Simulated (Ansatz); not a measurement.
# CH₅GeO₂ radical: up Jacob's ladder to CCSD(T)

How much do the methods differ for CH₅GeO₂ radical? The plan is to run it at one geometry with functionals of several rungs and with coupled cluster, and see how far each lands from CCSD(T) at the basis-set limit for the atomisation energy.

Computed with Ansatz 0.2.0, Gaussian basis. Level: functionals in def2-TZVPP, the program's frozen cores in correlated methods.

The runs, in order: PBE-D4, r2SCAN-D4, PBE0-D4, B3LYP-D4, ωB97X-V, ωB97M-V, B2PLYP; CCSD(T)/def2-TZVPP; MP2/def2-QZVPP; extrapolation to the limit.

## (1) Structure used throughout

An earlier PBE0-D4 in a triple-zeta def2 set relaxation fixed the geometry.

SMILES `C[O][GeH][OH]`, 9 atoms, charge 0, spin multiplicity 2.

Atoms are counted from 1 here; the program's logs count them from 0.

Bond lengths: C1–O2 1.408 Å, C1–H5 1.098 Å, C1–H6 1.096 Å, C1–H7 1.092 Å, O2–Ge3 1.786 Å, Ge3–O4 1.774 Å, Ge3–H8 1.568 Å, O4–H9 0.962 Å. Angles: O2–C1–H5 112.3°, O2–C1–H6 111.9°, O2–C1–H7 107.9°, H5–C1–H6 108.4°, H5–C1–H7 108.0°, H6–C1–H7 108.1°, C1–O2–Ge3 120.7°, O2–Ge3–O4 103.1°, O2–Ge3–H8 109.6°, O4–Ge3–H8 105.8°, Ge3–O4–H9 111.7°.

## (2) PBE-D4 (GGA)

in.yaml reads:

```yaml
crystal:
  periodic: [false, false, false]
  atoms:
    - {symbol: C, position_ang: [-1.357730, 0.689695, 0.011235]}
    - {symbol: O, position_ang: [-0.388511, -0.273455, -0.328020]}
    - {symbol: Ge, position_ang: [1.128216, -0.408488, 0.604664]}
    - {symbol: O, position_ang: [2.082424, -1.566779, -0.342162]}
    - {symbol: H, position_ang: [-0.925690, 1.691692, 0.131109]}
    - {symbol: H, position_ang: [-1.888642, 0.428476, 0.933928]}
    - {symbol: H, position_ang: [-2.087418, 0.731629, -0.800704]}
    - {symbol: H, position_ang: [1.910831, 0.948177, 0.533888]}
    - {symbol: H, position_ang: [1.526521, -2.240956, -0.743939]}
basis:
  gaussian: {orbitals: def2-TZVPP}
magnetization: {spin_polarized: true, initial_magnetization: 1}
hamiltonian: {xc: pbe, dispersion: d4}
output: {forces: true, orbitals: {seedname: orbitals}}
```

Started as:

```sh
ansatz run in.yaml --threads 2 --pin off --events-out ev --progress --plain --max-ram 32768MiB --backend cpu
```

The runs that follow: r2SCAN-D4 (meta-GGA); PBE0-D4 (hybrid); B3LYP-D4 (hybrid); ωB97X-V (range-separated); ωB97M-V (range-separated); B2PLYP (double hybrid); CCSD(T) in def2-TZVPP; MP2 in def2-QZVPP.

Q: Predict the results of all the runs planned. Wanted: atomisation energy, CCSD(T)/CBS; farthest; mean size of error, hybrid; mean size of error, range-separated; gap, smallest and largest; T1 diagnostic; triples share of the correlation energy.

The runs gave:

| quantity | value |
| --- | --- |
| atomisation energy, CCSD(T)/CBS | 740.9 kcal/mol |
| functionals within 7.4 kcal/mol (1.0 %) | r2SCAN-D4, PBE0-D4, B3LYP-D4, ωB97X-V, ωB97M-V |
| farthest | PBE-D4 (+14.3 kcal/mol) |
| mean size of error, hybrid | 4.7 kcal/mol |
| mean size of error, range-separated | 1.3 kcal/mol |
| gap, smallest and largest | 1.18 eV (PBE-D4), 7.44 eV (ωB97X-V) |
| T1 diagnostic | 0.0151 |
| triples share of the correlation energy | 3.6 % |

**Reading.** PBE-D4 is off by +14.3 kcal/mol. Double hybrids carry the basis error of their MP2 part in triple zeta, and no dispersion term here, so their miss is partly the set-up's. The reference freezes the cores and leaves out relativity and excitations past (T), and its outer-core shells are covered unevenly, so misses under about 7.4 kcal/mol can't be ranked. Hartree-Fock recovers 69 % of the binding; the rest is correlation. The gap grows from 1.2 to 7.4 eV across the functionals, mostly with the share of exact exchange. Correlated methods include outer-core shells of Ge, which these sets cover unevenly.
